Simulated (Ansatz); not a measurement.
# HOW: the cost of one run

Method: def2-QZVPP, core rule «outside noble gas», up to 5 orbitals frozen; program: Ansatz 0.2.0, Gaussian basis.

To be run: UHF; ROHF; CCSD(T) on UHF.

## 1. The system

The geometry is a PBE0/def2-TZVP stationary point (not a proven minimum) of the parent state, kept for this charge and spin. No spin-orbit coupling is included. Elements past krypton take def2 core potentials.

3 atoms, charge 0, spin multiplicity 4.

Atoms are counted from 1 here; the program's logs count them from 0.

Bond lengths: W1–O2 1.971 Å, W1–H3 1.725 Å. Angles: O2–W1–H3 121.7°.

## 2. UHF

Input file in.yaml:

```yaml
crystal:
  periodic: [false, false, false]
  atoms:
    - {symbol: W, position_ang: [0.000000, -0.016260, 0.151778]}
    - {symbol: O, position_ang: [0.000000, 0.098866, -1.815880]}
    - {symbol: H, position_ang: [0.000000, 1.396412, 1.141010]}
basis:
  gaussian: {orbitals: "def2-QZVPP.json"}
magnetization: {spin_polarized: true, initial_magnetization: 3}
hamiltonian: {xc: hf}
output: {orbitals: {seedname: orbitals}}
```

Command:

```bash
ansatz run in.yaml --threads 1 --pin off --events-out ev --progress --plain --max-ram 4096MiB --backend cpu
```

What time and memory should one allow on 1 thread of AMD EPYC 7R13, shared host?

About 38 s, with a peak of 0.4 GiB.
